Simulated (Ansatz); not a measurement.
**Ir4W under changes of volume**

One of the cells (14.877 Å³/atom); the others are scaled copies at fixed shape and fractional positions:

```xyz
5
Lattice="1.3778 0.7955 11.3106 -1.3778 0.7955 11.3106 0.0000 -1.5910 11.3106" Properties=species:S:1:pos:R:3 pbc="T T T"
Ir    0.0000    0.0000   13.5614
Ir    0.0000    0.0000   27.1728
Ir    0.0000    0.0000    6.7589
Ir    0.0000    0.0000   20.3703
W     0.0000    0.0000    0.0000
```

The cell comes from a database or a generator and needn't be the stable form of this composition.

| Item | Value |
| --- | --- |
| Program | Ansatz 0.2.0 |
| Functional | PBEsol |
| Potentials or basis | Ansatz PAW |
| Cutoff | 420 eV (not typed: the program's choice for these potentials) |
| k mesh | 11 × 11 × 11 |
| Occupations | fermi-dirac, width 0.05 eV |
| Spin | no spin polarisation |

```tsv
volume (Å³/atom)	energy over the lowest point (meV/atom)	pressure (GPa)	largest force (eV/Å)
13.984	11.43	10.5	0.155
14.281	0.00	2.1	0.093
14.579	3.28	-5.3	0.033
14.877	19.60	-11.9	0.033
15.174	47.46	-17.8	0.080
15.472	?	?	?
15.769	132.55	-27.5	0.182
```

Q: What does the run at 15.472 Å³/atom give?

A: Energy over the lowest point 85.50 meV/atom; pressure -22.9 GPa; largest force 0.132 eV/Å.

Worked out: A Birch-Murnaghan fit of order 3 (a polynomial in V^(-2/3)) to the other rows has its minimum at 14.36 Å³/atom with B0 = V·E''(V) = 370 GPa and B' = 4.9 at fixed shape and positions, which overstates the stiffness. It gives 85.56 meV/atom at 15.472 Å³/atom, against the run's 85.50, and -dE/dV = -23.0 GPa, against -22.9.

Energies are extrapolated to zero smearing.

Caveats: the PAW data sets come from PBE, with cores solved anew for the run's functional, which leaves a small shift of forces and pressure.
